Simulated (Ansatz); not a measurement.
# TiO2: the cost of one run

Method: DFT PBE, scalar-relativistic, plane waves, PAW, in Ansatz 0.2.0.

2 further runs of the same task are left out: 2 set aside as unsound or not needed.

## 1. The structure to begin with

The structure is tetragonal, space group I4_1/amd (No. 141). The conventional cell has a = 3.799 Å, b = 3.799 Å, c = 9.698 Å, α = 90.00°, β = 90.00°, γ = 90.00°. Ti (site symmetry -4m2) is surrounded by 6 O at 1.95 to 2.00 Å. O (site symmetry 2mm) has 3 Ti at 1.95 to 2.00 Å as nearest neighbours.

Coordinates:

```xyz
6
Lattice="-1.8996 1.8996 4.8489 1.8996 -1.8996 4.8489 1.8996 1.8996 -4.8489" Properties=species:S:1:pos:R:3 pbc="T T T"
Ti    0.0000    0.0000    0.0000
Ti    0.0000    1.8996    2.4244
O     0.0000    1.8996    4.4268
O     0.0000    0.0000    2.0024
O     0.0000    1.8996    0.4220
O     0.0000    0.0000    7.6953
```

It goes back to an entry of the Materials Project.

It is the result of an earlier relaxation at this level (volume 11.66 Å³/atom; gap on the mesh: 2.14 eV).

## 2. Band edges and mean potential of the bulk

Input file input.yaml:

```yaml
crystal:
  lattice:
    - [-1.8995999947, 1.8995999947, 4.8488731916]
    - [1.8995999947, -1.8995999947, 4.8488731916]
    - [1.8995999947, 1.8995999947, -4.8488731916]
  atoms:
    - { symbol: Ti, position: [0.0, 0.0, 0.0] }
    - { symbol: Ti, position: [0.75, 0.25, 0.5] }
    - { symbol: O, position: [0.9564814581, 0.4564814581, 0.5] }
    - { symbol: O, position: [0.2064814581, 0.2064814581, 0.0] }
    - { symbol: O, position: [0.5435185419, 0.0435185419, 0.5] }
    - { symbol: O, position: [0.7935185419, 0.7935185419, 0.0] }
basis:
  ecutwfc: 420
kpoints:
  mp_grid: { grid: [10, 10, 10] }
  band_path: { path: [VBM, CBM], npoints: 2 }
hamiltonian:
  xc: pbe
scf:
  occupations: { method: gaussian, width: 0.02 }
output:
  forces: true
  stress: true
  eigenvalues: true
```

Command:

```sh
$ ansatz run input.yaml --threads 8 --pin off --max-ram 20480MiB --backend cpu --events-out ev --progress --plain --runs-dir out
```

**Question.** How long does this run take on 8 threads of Arm Neoverse V1, shared host, and how much memory does it need?

About 3.2 s, with a peak of 0.53 GiB.
